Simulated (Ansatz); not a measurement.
# CH₇ClOSi₂: a ladder of functionals and wavefunction methods

One table from this session's results is given with a row withheld; the runs are named, their logs left out.

The runs use Ansatz 0.2.0, Gaussian basis; functionals in def2-TZVPP, the program's frozen cores in correlated methods.

Levels to be run: PBE-D4, r2SCAN-D4, PBE0-D4, B3LYP-D4, ωB97X-V, ωB97M-V, B2PLYP; CCSD(T)/def2-TZVPP; MP2/def2-QZVPP; extrapolation to the limit.

## The relaxed structure

All runs share one geometry, relaxed beforehand with PBE0-D4 in a triple-zeta def2 set.

12 atoms, charge 0, spin multiplicity 1.

Atoms are counted from 1 here; the program's logs count them from 0.

Bond lengths: O1–Si2 1.655 Å, O1–H6 0.958 Å, Si2–Si3 2.353 Å, Si2–H7 1.489 Å, Si2–H8 1.485 Å, Si3–C4 1.891 Å, Si3–H9 1.489 Å, Si3–H10 1.492 Å, C4–Cl5 1.789 Å, C4–H11 1.090 Å, C4–H12 1.090 Å. Angles: Si2–O1–H6 117.6°, O1–Si2–Si3 111.9°, O1–Si2–H7 111.0°, O1–Si2–H8 105.5°, Si3–Si2–H7 110.0°, Si3–Si2–H8 109.1°, H7–Si2–H8 109.1°, Si2–Si3–C4 109.5°, Si2–Si3–H9 111.7°, Si2–Si3–H10 111.0°, C4–Si3–H9 108.5°, C4–Si3–H10 108.1°, H9–Si3–H10 108.0°, Si3–C4–Cl5 109.0°, Si3–C4–H11 111.7°, Si3–C4–H12 112.7°, Cl5–C4–H11 107.3°, Cl5–C4–H12 107.5° and more.

Coordinates:

```xyz
12
CH7ClOSi2
O    -2.1331   -0.0254    1.9208
Si   -1.4843    0.1741    0.4112
Si    0.8018   -0.3788    0.3565
C     1.5986    0.3841   -1.1799
Cl    0.6621   -0.1047   -2.6238
H    -2.2310   -0.9204    2.2473
H    -2.2274   -0.6289   -0.5993
H    -1.6423    1.6173    0.0982
H     1.0101   -1.8528    0.3140
H     1.5083    0.1529    1.5584
H     1.5878    1.4736   -1.1406
H     2.6265    0.0537   -1.3289
```

Set-up of the first run:

in.yaml

```yaml
crystal:
  periodic: [false, false, false]
  atoms:
    - {symbol: O, position_ang: [-2.133105, -0.025379, 1.920822]}
    - {symbol: Si, position_ang: [-1.484297, 0.174091, 0.411179]}
    - {symbol: Si, position_ang: [0.801815, -0.378788, 0.356474]}
    - {symbol: C, position_ang: [1.598579, 0.384109, -1.179907]}
    - {symbol: Cl, position_ang: [0.662140, -0.104706, -2.623773]}
    - {symbol: H, position_ang: [-2.231034, -0.920378, 2.247319]}
    - {symbol: H, position_ang: [-2.227369, -0.628924, -0.599260]}
    - {symbol: H, position_ang: [-1.642331, 1.617332, 0.098173]}
    - {symbol: H, position_ang: [1.010060, -1.852772, 0.314036]}
    - {symbol: H, position_ang: [1.508299, 0.152850, 1.558424]}
    - {symbol: H, position_ang: [1.587771, 1.473610, -1.140646]}
    - {symbol: H, position_ang: [2.626472, 0.053654, -1.328941]}
basis:
  gaussian: {orbitals: def2-TZVPP}
hamiltonian: {xc: pbe, dispersion: d4}
output: {forces: true, orbitals: {seedname: orbitals}}
```

Command:

```console
ansatz run in.yaml --threads 4 --pin off --events-out ev --progress --plain --max-ram 10444MiB
```

Among the steps run: PBE-D4 (GGA); r2SCAN-D4 (meta-GGA); PBE0-D4 (hybrid); B3LYP-D4 (hybrid); ωB97X-V (range-separated); ωB97M-V (range-separated); B2PLYP (double hybrid); CCSD(T) in def2-TZVPP; MP2 in def2-QZVPP.

One of the session's tables, all rows but one given; the rest of the session is left out.

It belongs to the step «Atomisation energies». 

| method | atomisation energy (kcal/mol) |
| --- | --- |
| PBE-D4 | 954.0 |
| r2SCAN-D4 | 950.3 |
| PBE0-D4 | 943.3 |
| B3LYP-D4 | 945.8 |
| ωB97X-V | 955.1 |
| ωB97M-V | ? |
| B2PLYP | 934.7 |
| HF/def2-TZVPP | 698.7 |
| MP2/def2-TZVPP | 933.5 |
| CCSD/def2-TZVPP | 912.6 |
| CCSD(T)/def2-TZVPP | 924.9 |
| MP2/CBS | 960.7 |
| CCSD(T)/CBS | 952.1 |

Estimate the missing values for ωB97M-V.

The run gave: atomisation energy (kcal/mol): 951.3. In the column «atomisation energy (kcal/mol)» it lies between r2SCAN-D4 (950.3) and CCSD(T)/CBS (952.1).

Caveats from the session: Free atoms (1 O, 2 Si, 1 C, 1 Cl, 7 H) were run apart at each level; the atomisation energy is their sum less the molecule, without zero-point or spin-orbit terms.
